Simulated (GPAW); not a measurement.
LiBe:

```
CELL_PARAMETERS angstrom
2.81115 0.00000 0.00000
0.00000 2.81115 0.00000
0.00000 0.00000 2.81115
ATOMIC_POSITIONS crystal
Be 0.50000 0.50000 0.50000
Li 0.00000 0.00000 0.00000
```

The cell comes from a database or a generator and needn't be the stable form of this composition.

Program: GPAW 26.7.0. Alike in all runs: task single point; no spin polarisation; cell as given; k mesh 9 × 9 × 9; cutoff (eV) 800.

Problem. Order these runs on this cell by their pressure, lowest first.
A. level LDA; potentials or basis the program's PAW data sets (release 1.2.1) made for this functional, pw; smearing gaussian 0.02 eV
B. level PBE; potentials or basis GPAW PAW data sets (gpaw-data 1.2.1), pw; smearing fermi-dirac 0.05 eV
C. level RPBE; potentials or basis the program's PAW data sets (release 1.2.1) made for this functional, pw; smearing gaussian 0.02 eV

Solution. A (-1.9 GPa), B (1.1 GPa), C (3.0 GPa).

Not every run made on this cell is shown here.
